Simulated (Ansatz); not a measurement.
## CH₃FSe, SMILES FC[SeH]: harmonic frequencies at the relaxed geometry, step by step

With the Ansatz DFT code, driven from Python.

Contents of `ch3fse.xyz`:
```text
6

F     0.52330   -0.02460   -1.38610
C    -0.05060   -0.49050   -0.22460
Se   -0.92290    0.94520    0.77190
H     0.84250   -0.92630    0.37630
H    -0.79940   -1.27250   -0.47900
H     0.44910    1.70470    0.89530
```

Notebook, run cell by cell (the value of a cell's last expression is shown):

In [1]:
```python
import itertools

import ansatz as az
from ase import Atoms
from ase.data import atomic_numbers, covalent_radii
from ase.thermochemistry import IdealGasThermo
import numpy as np
```

In [2]:
```python
geometry = az.Crystal.molecule_from_extxyz('ch3fse.xyz')
```

In [3]:
```python
setup = (
    geometry.calculation()
    .basis(gaussian='def2-SVP')
    .functional('PBE0', dispersion='d4')
)
symbols = [site.symbol for site in geometry.cartesian_sites]
start = np.array([site.position_ang for site in geometry.cartesian_sites], dtype=float)
rep = setup.relax(force_tolerance=0.003, max_steps=100).run().report
end = np.array(rep['positions_ang'])
```

In [4]:
```python
radius = [covalent_radii[atomic_numbers[s]] for s in symbols]
span = lambda where, i, j: np.linalg.norm(where[i] - where[j])
bonded = [(i, j) for i, j in itertools.combinations(range(len(symbols)), 2) if min(span(start, i, j), span(end, i, j)) < 1.2 * (radius[i] + radius[j])]
print('pair        before    after (A)')
for i, j in bonded:
    print(f'{symbols[i]}{i}-{symbols[j]}{j}'.ljust(10), f'{span(start, i, j):8.4f} {span(end, i, j):8.4f}')
for first, second in list(itertools.combinations(bonded, 2)):
    shared = set(first) & set(second)
    if shared and symbols[(j := shared.pop())] != 'H':
        i, k = sorted((set(first) | set(second)) - {j})
        u, v = end[i] - end[j], end[k] - end[j]
        angle = np.degrees(np.arccos(np.clip(u @ v / np.linalg.norm(u) / np.linalg.norm(v), -1, 1)))
        print(f'final angle {symbols[i]}{i}-{symbols[j]}{j}-{symbols[k]}{k}: {angle:.2f} deg')
```
```text
pair        before    after (A)
F0-C1        1.3768   1.3577
C1-Se2       1.9532   1.9439
C1-H3        1.1613   1.1000
C1-H4        1.1122   1.1016
Se2-H5       1.5730   1.4708
final angle F0-C1-Se2: 113.26 deg
final angle F0-C1-H3: 109.53 deg
final angle F0-C1-H4: 109.89 deg
final angle Se2-C1-H3: 109.16 deg
final angle Se2-C1-H4: 105.27 deg
final angle C1-Se2-H5: 94.72 deg
final angle H3-C1-H4: 109.62 deg
```

In [5]:
```python
minimum = az.Crystal.molecule()
for symbol, place in zip(symbols, end):
    minimum = minimum.atom(symbol, place.tolist())
vibrating = (
    minimum.calculation()
    .basis(gaussian='def2-SVP')
    .functional('PBE0', dispersion='d4')
    .phonons(temperatures=(200, 600, 100))
)
vib = vibrating.run().report['vibrations']
sums = vib['harmonic_sums']
modes = [m['omega_inv_cm'] for m in sums['modes_at_gamma'] if m['rigid_motion'] == 'no']
print('frequencies (1/cm):', ' '.join(f'{w:.0f}' for w in modes))
print('imaginary modes:', sum(w < 0 for w in modes), ' zero-point energy:', round(sums['zero_point_energy_ev'], 4), 'eV')
gas = IdealGasThermo(vib_energies=[w / 8065.544 for w in modes if w > 0], geometry='linear' if len(modes) == 3 * len(symbols) - 5 else 'nonlinear',
                     atoms=Atoms(symbols, positions=end), symmetrynumber=1, spin=0.0)
print(f'H(298 K) - E = {gas.get_enthalpy(298.15, verbose=False):.4f} eV')
print(f'S(298 K, 1 bar) = {96485.33 * gas.get_entropy(298.15, 1e5, verbose=False):.1f} J/(mol K) with symmetry number 1')
```
```text
frequencies (1/cm): 243 313 614 730 979 1122 1263 1327 1465 2457 3087 3167
imaginary modes: 0  zero-point energy: 1.0394 eV
H(298 K) - E = 1.1760 eV
S(298 K, 1 bar) = 285.7 J/(mol K) with symmetry number 1
```

What to keep in mind:
- The frequencies are harmonic and unscaled, in a modest basis. The result belongs to the one conformer reached from this start, and soft torsions count as harmonic oscillators.
- The entropy takes a symmetry number of 1; a symmetric molecule's is lower by R ln(sigma).
- Run time: 78 s on 1 thread of Arm Neoverse V1, on a shared host, peak memory 0.27 GiB.

(Lines on the test bed's own set-up are left out of the output.)
